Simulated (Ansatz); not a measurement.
# W: the cost of one run

Method: DFT r2SCAN, scalar-relativistic, plane waves, PAW, in Ansatz 0.2.0.

## Step 1: The structure to begin with

The structure is cubic, space group Fm-3m (No. 225). Conventional cell: a = 4.060 Å, b = 4.060 Å, c = 4.060 Å, α = 90.00°, β = 90.00°, γ = 90.00°. W (site symmetry m-3m) is surrounded by 12 W at 2.87 Å.

Coordinates:

```cif
data_structure
_symmetry_space_group_name_H-M 'P 1'
_symmetry_Int_Tables_number 1
_cell_length_a 2.8709
_cell_length_b 2.8709
_cell_length_c 2.8709
_cell_angle_alpha 60.000
_cell_angle_beta 60.000
_cell_angle_gamma 60.000
_cell_volume 16.73
loop_
_atom_site_label
_atom_site_type_symbol
_atom_site_fract_x
_atom_site_fract_y
_atom_site_fract_z
_atom_site_occupancy
W1 W 0.00000 0.00000 0.00000 1
```

No relaxation comes first: the listed cell is the starting point.

## Step 2: Zero of energy

The reference gives a free energy of -10396.7307 eV, pressure -8.84 GPa, largest force 0.000 eV/Å and gap on the mesh none (metal). It was computed beforehand with the settings of the runs below.

## Step 3: Setting up biaxial against axial strain

The cell is strained by p along both x and y and by q along z, with fractional coordinates fixed.

## Step 4: Point p = -0.030, q = -0.030

input.yaml

```yaml
crystal:
  lattice:
    - [0.0, 1.9691, 1.9691]
    - [1.9691, 0.0, 1.9691]
    - [1.9691, 1.9691, 0.0]
  atoms:
    - { symbol: W, position: [0.0, 0.0, 0.0] }
basis:
  ecutwfc: 500
kpoints:
  mp_grid: { grid: [20, 20, 20] }
hamiltonian:
  xc: r2scan
scf:
  occupations: { method: gaussian, width: 0.15 }
output:
  forces: true
  stress: true
  eigenvalues: true
```

Launch:

```bash
> ansatz run input.yaml --threads 1 --pin off --max-ram 2560MiB --backend cpu --events-out ev --progress --plain --runs-dir out
```

**Question.** How long does this run take on 1 thread of Intel Xeon 6975P-C (Granite Rapids), shared host, and how much memory does it need?

About 2.8 s, with a peak of 0.42 GiB.
